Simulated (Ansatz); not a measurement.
**CH₈SiSn: one species, many methods**

An exercise on one series of results from a longer session: the logs are not shown, and one member is left open.

Computed with Ansatz 0.2.0, Gaussian basis. Level: functionals in def2-TZVPP, the program's frozen cores in correlated methods.

The runs, in order: LDA (SPW92), PBE-D4, revPBE-D4, BLYP-D4, r2SCAN-D4, B97M-V, PBE0-D4, B3LYP-D4, r2SCANh-D4, r2SCAN0-D4, HSE06-D4, BHLYP-D4, CAM-B3LYP-D4, LC-ωPBE, ωB97X-V, ωB97M-V, B2PLYP, PBE-QIDH; CCSD(T)/def2-SVP; CCSD(T)/def2-TZVPP; CCSD(T)/def2-QZVPP; extrapolation to the limit; RPA on PBE.

## The relaxed structure

All runs share one geometry, relaxed beforehand with PBE0-D4 in a triple-zeta def2 set. Sn takes the def2 core potential; no spin-orbit term is included.

SMILES `[CH3][SnH2][SiH3]`, 11 atoms, charge 0, spin multiplicity 1.

Atoms are counted from 1 here; the program's logs count them from 0.

Bond lengths: C1–Sn2 2.145 Å, C1–H4 1.090 Å, C1–H5 1.090 Å, C1–H6 1.090 Å, Sn2–Si3 2.564 Å, Sn2–H7 1.713 Å, Sn2–H8 1.713 Å, Si3–H9 1.488 Å, Si3–H10 1.487 Å, Si3–H11 1.488 Å. Angles: Sn2–C1–H4 109.8°, Sn2–C1–H5 109.9°, Sn2–C1–H6 109.9°, H4–C1–H5 109.1°, H4–C1–H6 109.1°, H5–C1–H6 109.1°, C1–Sn2–Si3 110.9°, C1–Sn2–H7 109.0°, C1–Sn2–H8 109.0°, Si3–Sn2–H7 110.1°, Si3–Sn2–H8 110.1°, H7–Sn2–H8 107.6°, Sn2–Si3–H9 110.2°, Sn2–Si3–H10 111.1°, Sn2–Si3–H11 110.2°, H9–Si3–H10 108.5°, H9–Si3–H11 108.2°, H10–Si3–H11 108.5°.

Coordinates:

```tsv
atom	x (Å)	y (Å)	z (Å)
C1	-1.2895	1.3937	-0.3732
Sn2	-0.1194	-0.3347	-0.8697
Si3	1.3433	-1.0474	1.1121
H4	-1.9011	1.6832	-1.2278
H5	-1.9409	1.1708	0.4716
H6	-0.6335	2.2226	-0.1078
H7	-1.1707	-1.6111	-1.3157
H8	0.8620	0.0264	-2.2262
H9	0.4927	-1.3681	2.2903
H10	2.1547	-2.2478	0.7758
H11	2.2676	0.0555	1.4914
```

Set-up of the first run:

in.yaml

```yaml
crystal:
  periodic: [false, false, false]
  atoms:
    - {symbol: C, position_ang: [-1.289466, 1.393698, -0.373222]}
    - {symbol: Sn, position_ang: [-0.119374, -0.334682, -0.869715]}
    - {symbol: Si, position_ang: [1.343349, -1.047415, 1.112112]}
    - {symbol: H, position_ang: [-1.901061, 1.683172, -1.227784]}
    - {symbol: H, position_ang: [-1.940908, 1.170814, 0.471644]}
    - {symbol: H, position_ang: [-0.633464, 2.222603, -0.107832]}
    - {symbol: H, position_ang: [-1.170727, -1.611101, -1.315730]}
    - {symbol: H, position_ang: [0.861995, 0.026379, -2.226236]}
    - {symbol: H, position_ang: [0.492664, -1.368080, 2.290281]}
    - {symbol: H, position_ang: [2.154657, -2.247783, 0.775847]}
    - {symbol: H, position_ang: [2.267638, 0.055492, 1.491436]}
basis:
  gaussian: {orbitals: def2-TZVPP}
hamiltonian: {xc: lda}
output: {orbitals: {seedname: orbitals}}
```

The run is started by

```bash
$ ansatz run in.yaml --threads 2 --pin off --events-out ev --progress --plain --max-ram 20480MiB --backend cpu
```

Steps of the session up to this table: LDA; PBE-D4 (GGA); revPBE-D4 (GGA); BLYP-D4 (GGA); r2SCAN-D4 (meta-GGA); B97M-V (meta-GGA); PBE0-D4 (hybrid); B3LYP-D4 (hybrid); r2SCANh-D4 (hybrid); r2SCAN0-D4 (hybrid); HSE06-D4 (hybrid); BHLYP-D4 (hybrid); CAM-B3LYP-D4 (range-separated); LC-ωPBE (range-separated); ωB97X-V (range-separated); ωB97M-V (range-separated); B2PLYP (double hybrid); PBE-QIDH (double hybrid).

One table of the session follows, with a row left open; its other results are not shown here.

It belongs to the step «Frontier levels by functional». 

```
  functional  HOMO (eV)  gap (eV)
 LDA (SPW92)      -6.78      5.85
      PBE-D4      -6.67      5.89
   revPBE-D4      -6.63      5.93
     BLYP-D4      -6.52      5.85
   r2SCAN-D4      -6.91      6.46
      B97M-V      -7.02      6.27
     PBE0-D4      -7.72      7.67
    B3LYP-D4      -7.51      7.26
  r2SCANh-D4          ?         ?
  r2SCAN0-D4      -7.87      8.04
    HSE06-D4      -7.33      6.92
    BHLYP-D4      -8.64      9.29
CAM-B3LYP-D4      -8.94      9.76
     LC-ωPBE     -10.23     12.13
     ωB97X-V      -9.91     11.65
     ωB97M-V      -9.72     11.10
```

Estimate the missing values for r2SCANh-D4.

Worked estimate for «HOMO (eV)». Against the share of exact exchange, r2SCAN-D4 (0, -6.91), r2SCAN0-D4 (0.25, -7.87) give a slope of -3.84 per unit share; at 0.1 the line stands at -7.29.

As computed: HOMO (eV): -7.29; gap (eV): 7.10. In «HOMO (eV)» the line misses by 0.00.
